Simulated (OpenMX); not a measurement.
Input of an OpenMX 3.8.5 run:

File HfB.dat:

```
System.CurrrentDirectory             ./
System.Name                          HfB
DATA.PATH                            ./DFT_DATA13
level.of.stdout                      1
level.of.fileout                     0
Species.Number                       2
<Definition.of.Atomic.Species
  Hf  Hf7.0-s3p2d2f1         Hf_PBE13
  B   B7.0-s2p2d1            B_PBE13
Definition.of.Atomic.Species>

Atoms.Number                         2
Atoms.SpeciesAndCoordinates.Unit     FRAC
<Atoms.SpeciesAndCoordinates
    1  Hf    0.5000000000    0.5000000000    0.5000000000   6.000  6.000
    2  B     0.0000000000    0.0000000000    0.0000000000   1.500  1.500
Atoms.SpeciesAndCoordinates>

Atoms.UnitVectors.Unit               Ang
<Atoms.UnitVectors
     0.0000000000    2.4024000000    2.3100000000
     2.4024000000    0.0000000000    2.3100000000
     2.4024000000    2.4024000000    0.0000000000
Atoms.UnitVectors>

scf.XcType                           GGA-PBE
scf.SpinPolarization                 off
scf.ElectronicTemperature            580.226
scf.energycutoff                     400.0
scf.maxIter                          100
scf.EigenvalueSolver                 band
scf.Kgrid                            7 7 7
scf.Mixing.Type                      rmm-diisk
scf.Init.Mixing.Weight               0.05
scf.Min.Mixing.Weight                0.001
scf.Max.Mixing.Weight                0.3
scf.Mixing.History                   25
scf.Mixing.StartPulay                8
scf.criterion                        1.0e-8
scf.stress.tensor                    on
MD.Type                              nomd
Band.dispersion                      on
Band.Nkpath                          11
<Band.kpath
    8   0.000000  0.000000  0.000000    0.000000  0.500000  0.500000  G X
    4   0.000000  0.500000  0.500000    0.270400  0.500000  0.770400  X Y
    4   0.270400  0.500000  0.770400    0.385200  0.385200  0.770400  Y S
    9   0.385200  0.385200  0.770400    0.000000  0.000000  0.000000  S G
    8   0.000000  0.000000  0.000000   -0.500000 -0.500000  0.000000  G Z
    4  -0.500000 -0.500000  0.000000   -0.385200 -0.385200  0.229600  Z S1
    5  -0.385200 -0.385200  0.229600    0.000000  0.000000  0.500000  S1 N
    6   0.000000  0.000000  0.500000   -0.250000  0.250000  0.500000  N P
    6  -0.250000  0.250000  0.500000   -0.500000 -0.270400  0.229600  P Y1
    4  -0.500000 -0.270400  0.229600   -0.500000 -0.500000  0.000000  Y1 Z
    4   0.000000  0.500000  0.500000   -0.250000  0.250000  0.500000  X P
Band.kpath>
```

Potentials or basis: OpenMX 2013 PBE set, Hf7.0-s3p2d2f1, B7.0-s2p2d1, grid cutoff 400 Ry.

The run is started by

```bash
$ openmx HfB.dat -nt 1 > HfB.std
```

(1) Predict the pressure.

(2) Predict the band gap along the path.

Answers

(1) 11.6 GPa.

(2) none (metal or under the smearing width).

Caveat: spin-orbit coupling is left out, which moves the levels of the heavy elements; the basis of atomic orbitals isn't converged, which shifts pressures, moduli and gaps.
